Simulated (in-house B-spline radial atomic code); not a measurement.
**W¹⁵⁺: ionisation energy by several methods**

Wanted: one ionisation energy, W¹⁵⁺ to configuration [Kr] 4d10 4f11 5s1, up the ladder of functionals.

Program: in-house B-spline radial atomic code version 1. Level of theory: scalar-relativistic (X2C), several functionals, spin-polarised; spherical all-electron atom at the radial basis limit. These are calculated values, not measurements, unless marked.

## Step 1: Starting point

```
element       : tungsten (Z = 74)
charge        : +15
electrons     : 59
configuration : [Kr] 4d10 4f11 5s2
nucleus       : Fermi, rms radius 5.366 fm
```

Outer shells as boxes (Hund's rule):

[Kr] 4d10 4f11 5s2
```
[Kr] core
4d [↑↓][↑↓][↑↓][↑↓][↑↓]
4f [↑↓][↑↓][↑↓][↑↓][↑ ][↑ ][↑ ]
5s [↑↓]
```

Where spins are not typed, each open shell is filled with up spins first.

## Step 2: PBEsol, a GGA

Settings, as recorded:

```ini
Z = 74
electrons = 59.0
configuration = [Kr] 4d10 4f11 5s2
hamiltonian = x2c
method = pbesol
spin_polarised = True
nucleus = fermi
rms_radius = 5.3658
mass_number = 184
atomic_mass = 183.95093318
speed_of_light = 137.035999084
```

## Step 3: revTPSS, a meta-GGA

Settings: those of step 2 with these lines changed.

```diff
@@ -4,3 +4,3 @@
 hamiltonian = x2c
-method = pbesol
+method = revtpss,revtpss
 spin_polarised = True
```

## Step 4: SCAN, a meta-GGA

Settings: those of step 3 with these lines changed.

```diff
@@ -4,3 +4,3 @@
 hamiltonian = x2c
-method = revtpss,revtpss
+method = scan,scan
 spin_polarised = True
```

**Question.** The tabulated ionisation energy is 361.9 ± 1.5 eV (semi-empirical; NIST Atomic Spectra Database). What does each method give, and which comes nearest?

**Answer**, as computed:

| method | rung | total energy (hartree) | ΔSCF (eV) | −ε highest (eV) | ΔSCF less tabulated (eV) |
| --- | --- | --- | --- | --- | --- |
| PBEsol | GGA | -16060.6088 | 365.13 | 345.72 (4f down) | +3.23 |
| revTPSS | meta-GGA | -16063.6362 | 364.17 | 345.24 (4f down) | +2.27 |
| SCAN | meta-GGA | -16066.4185 | 364.14 | 345.37 (4f down) | +2.24 |

What this shows: Tables give 361.9 ± 1.5 eV (semi-empirical; NIST Atomic Spectra Database) for the ionisation energy. SCAN misses by +2.24 eV, the least, and PBEsol by +3.23 eV (0.89 %), the most. All methods miss on the same side by much the same amount, which points to something that they share. Relativistic terms that these runs lack can be as large as the gaps between close methods, so the nearest may be so by luck. Spin-orbit coupling is left out. Open shells are averaged (over orientations, and over spins where the run is restricted), while tables refer to the lowest levels. ΔSCF removes a 5s electron, which is never the highest level here, so the two columns refer to different electrons.

Members of this set that are not shown: 4 used exact exchange with fractional occupations of an open shell, which is unsound here.
